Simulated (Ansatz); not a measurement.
# Ga2O3: the cost of one run

Method: DFT LDA, scalar-relativistic, plane waves, PAW, in Ansatz 0.2.0.

2 further runs of the same task are left out: 2 set aside as unsound or not needed.

## 1. The structure to begin with

The structure is orthorhombic, space group Cmcm (No. 63). Conventional cell: a = 2.763 Å, b = 9.183 Å, c = 7.052 Å, α = 90.00°, β = 90.00°, γ = 90.00°. Ga (site symmetry m2m) is surrounded by 6 O at 1.93 to 2.11 Å. Around Ga (site symmetry 2/m) lie 6 O at 1.95 to 2.01 Å. O (site symmetry m) is surrounded by 4 Ga at 1.95 to 2.11 Å. O (site symmetry m2m) is surrounded by 4 Ga at 1.93 to 2.01 Å.

Structure file:

```cif
data_structure
_symmetry_space_group_name_H-M 'P 1'
_symmetry_Int_Tables_number 1
_cell_length_a 4.7946
_cell_length_b 4.7946
_cell_length_c 7.0519
_cell_angle_alpha 90.000
_cell_angle_beta 90.000
_cell_angle_gamma 146.510
_cell_volume 89.45
loop_
_atom_site_label
_atom_site_type_symbol
_atom_site_fract_x
_atom_site_fract_y
_atom_site_fract_z
_atom_site_occupancy
Ga1 Ga 0.24865 0.75135 0.75000 1
Ga2 Ga 0.75135 0.24865 0.25000 1
Ga3 Ga 0.00000 0.00000 0.00000 1
Ga4 Ga 0.00000 0.00000 0.50000 1
O1 O 0.36138 0.63862 0.42595 1
O2 O 0.63862 0.36138 0.57405 1
O3 O 0.63862 0.36138 0.92595 1
O4 O 0.36138 0.63862 0.07405 1
O5 O 0.10452 0.89548 0.25000 1
O6 O 0.89548 0.10452 0.75000 1
```

It goes back to an entry of the Materials Project, which need not be the stable form.

This cell was relaxed beforehand with the same method: volume 8.95 Å³/atom, gap on the mesh 1.79 eV.

## 2. The reference: the undisturbed cell on the scan's mesh

input.yaml reads:

```yaml
crystal:
  lattice:
    - [1.3813980986, -4.5912702224, 0.0]
    - [1.3813980986, 4.5912702224, 0.0]
    - [0.0, 0.0, 7.0518798325]
  atoms:
    - { symbol: Ga, position: [0.2486493971, 0.7513506029, 0.75] }
    - { symbol: Ga, position: [0.7513506029, 0.2486493971, 0.25] }
    - { symbol: Ga, position: [0.0, 0.0, 0.0] }
    - { symbol: Ga, position: [0.0, 0.0, 0.5] }
    - { symbol: O, position: [0.3613811282, 0.6386188718, 0.4259544244] }
    - { symbol: O, position: [0.6386188718, 0.3613811282, 0.5740455756] }
    - { symbol: O, position: [0.6386188718, 0.3613811282, 0.9259544244] }
    - { symbol: O, position: [0.3613811282, 0.6386188718, 0.0740455756] }
    - { symbol: O, position: [0.1045231187, 0.8954768813, 0.25] }
    - { symbol: O, position: [0.8954768813, 0.1045231187, 0.75] }
basis:
  ecutwfc: 420
kpoints:
  mp_grid: { grid: [10, 10, 4] }
hamiltonian:
  xc: lda
scf:
  occupations: { method: gaussian, width: 0.05 }
output:
  forces: true
  stress: true
  eigenvalues: true
  write_density: true
  write_potential: true
  elf: true
  volumetric_format: npy
```

Started as:

```bash
$ ansatz run input.yaml --threads 2 --pin off --max-ram 5120MiB --backend cpu --events-out ev --progress --plain --runs-dir out
```

Q: Estimate wall time and peak memory on 2 threads of AMD EPYC 7R43 (Zen 3), shared host.

About 13 s, with a peak of 0.66 GiB.
